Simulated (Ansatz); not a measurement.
# C₇H₁₂O: a ladder of functionals and wavefunction methods

An exercise on one series of results from a longer session: the logs are not shown, and one member is left open.

Method: functionals in def2-TZVPP, the program's frozen cores in correlated methods; program: Ansatz 0.2.0, Gaussian basis.

The runs, in order: LDA (SPW92), PBE-D4, revPBE-D4, BLYP-D4, r2SCAN-D4, B97M-V, PBE0-D4, B3LYP-D4, r2SCANh-D4, r2SCAN0-D4, HSE06-D4, BHLYP-D4, CAM-B3LYP-D4, LC-ωPBE, ωB97X-V, ωB97M-V, B2PLYP, PBE-QIDH; CCSD(T)/def2-SVP; CCSD(T)/def2-TZVPP; MP2/def2-QZVPP; extrapolation to the limit; RPA on PBE.

### The relaxed structure

An earlier PBE0-D4 in a triple-zeta def2 set relaxation fixed the geometry.

SMILES `COC1=CCCCC1`, 20 atoms, charge 0, spin multiplicity 1.

Atoms are counted from 1 here; the program's logs count them from 0.

Bond lengths: C1–O2 1.404 Å, C1–H9 1.089 Å, C1–H10 1.096 Å, C1–H11 1.096 Å, O2–C3 1.357 Å, C3–C4 1.335 Å, C3–C8 1.495 Å, C4–C5 1.499 Å, C4–H12 1.083 Å, C5–C6 1.521 Å, C5–H13 1.095 Å, C5–H14 1.099 Å, C6–C7 1.519 Å, C6–H15 1.096 Å, C6–H16 1.094 Å, C7–C8 1.521 Å, C7–H17 1.093 Å, C7–H18 1.096 Å and more. Angles: O2–C1–H9 106.5°, O2–C1–H10 111.3°, O2–C1–H11 111.4°, H9–C1–H10 109.5°, H9–C1–H11 109.3°, H10–C1–H11 108.8°, C1–O2–C3 117.3°, O2–C3–C4 125.6°, O2–C3–C8 110.6°, C4–C3–C8 123.8°, C3–C4–C5 122.5°, C3–C4–H12 120.4°, C5–C4–H12 117.2°, C4–C5–C6 112.4°, C4–C5–H13 109.5°, C4–C5–H14 109.8°, C6–C5–H13 109.8°, C6–C5–H14 109.6° and more.

The first run:

Contents of in.yaml:

```yaml
crystal:
  periodic: [false, false, false]
  atoms:
    - {symbol: C, position_ang: [-1.348265, -1.318160, 2.348914]}
    - {symbol: O, position_ang: [-0.362592, -0.359184, 2.066381]}
    - {symbol: C, position_ang: [-0.089932, -0.112456, 0.760644]}
    - {symbol: C, position_ang: [-0.656513, -0.725893, -0.280829]}
    - {symbol: C, position_ang: [-0.327814, -0.371944, -1.700280]}
    - {symbol: C, position_ang: [0.416374, 0.950500, -1.810288]}
    - {symbol: C, position_ang: [1.523593, 1.026931, -0.772500]}
    - {symbol: C, position_ang: [0.944701, 0.958329, 0.632055]}
    - {symbol: H, position_ang: [-1.440426, -1.357578, 3.433388]}
    - {symbol: H, position_ang: [-2.312789, -1.038592, 1.909838]}
    - {symbol: H, position_ang: [-1.062398, -2.307164, 1.972955]}
    - {symbol: H, position_ang: [-1.384867, -1.512378, -0.123202]}
    - {symbol: H, position_ang: [-1.250432, -0.329121, -2.289259]}
    - {symbol: H, position_ang: [0.273196, -1.172141, -2.154376]}
    - {symbol: H, position_ang: [-0.285683, 1.776294, -1.645744]}
    - {symbol: H, position_ang: [0.820813, 1.073420, -2.818797]}
    - {symbol: H, position_ang: [2.107931, 1.943350, -0.890250]}
    - {symbol: H, position_ang: [2.214545, 0.189328, -0.921711]}
    - {symbol: H, position_ang: [1.728029, 0.768297, 1.372029]}
    - {symbol: H, position_ang: [0.492517, 1.918168, 0.911041]}
basis:
  gaussian: {orbitals: def2-TZVPP}
hamiltonian: {xc: lda}
output: {orbitals: {seedname: orbitals}}
```

On the command line:

```bash
$ ansatz run in.yaml --threads 2 --pin off --events-out ev --progress --plain --max-ram 22528MiB --backend cuda --devices 0, --max-vram 18GiB
```

Among the steps run: LDA; PBE-D4 (GGA); revPBE-D4 (GGA); BLYP-D4 (GGA); r2SCAN-D4 (meta-GGA); B97M-V (meta-GGA); B3LYP-D4 (hybrid); r2SCANh-D4 (hybrid); r2SCAN0-D4 (hybrid); HSE06-D4 (hybrid); BHLYP-D4 (hybrid); CAM-B3LYP-D4 (range-separated); LC-ωPBE (range-separated); ωB97X-V (range-separated); ωB97M-V (range-separated); B2PLYP (double hybrid); PBE-QIDH (double hybrid).

One table of the session follows, with a row left open; its other results are not shown here.

It belongs to the step «Orbital energies across the functionals». 

| functional | HOMO (eV) | LUMO (eV) | gap (eV) |
| --- | --- | --- | --- |
| LDA (SPW92) | -5.11 | -0.11 | 5.00 |
| PBE-D4 | -4.95 | 0.11 | 5.05 |
| revPBE-D4 | -4.88 | 0.20 | 5.08 |
| BLYP-D4 | -4.82 | 0.18 | 5.00 |
| r2SCAN-D4 | ? | ? | ? |
| B97M-V | -5.21 | 0.33 | 5.54 |
| PBE0-D4 | -6.10 | 1.02 | 7.12 |
| B3LYP-D4 | -5.90 | 0.73 | 6.63 |
| r2SCANh-D4 | -5.57 | 0.78 | 6.34 |
| r2SCAN0-D4 | -6.23 | 1.28 | 7.51 |
| HSE06-D4 | -5.70 | 0.65 | 6.35 |
| BHLYP-D4 | -7.14 | 1.72 | 8.86 |
| CAM-B3LYP-D4 | -7.42 | 1.87 | 9.29 |
| LC-ωPBE | -8.72 | 3.15 | 11.87 |
| ωB97X-V | -8.40 | 2.94 | 11.34 |
| ωB97M-V | -8.32 | 2.55 | 10.87 |

Q: Estimate the row for r2SCAN-D4 from the others.

Worked estimate for «HOMO (eV)». Against the share of exact exchange, r2SCANh-D4 (0.1, -5.57), r2SCAN0-D4 (0.25, -6.23) give a slope of -4.40 per unit share; at 0 the line stands at -5.13.

**Answer.** HOMO (eV): -5.13; LUMO (eV): 0.43; gap (eV): 5.55. In «HOMO (eV)» the line misses by 0.00.
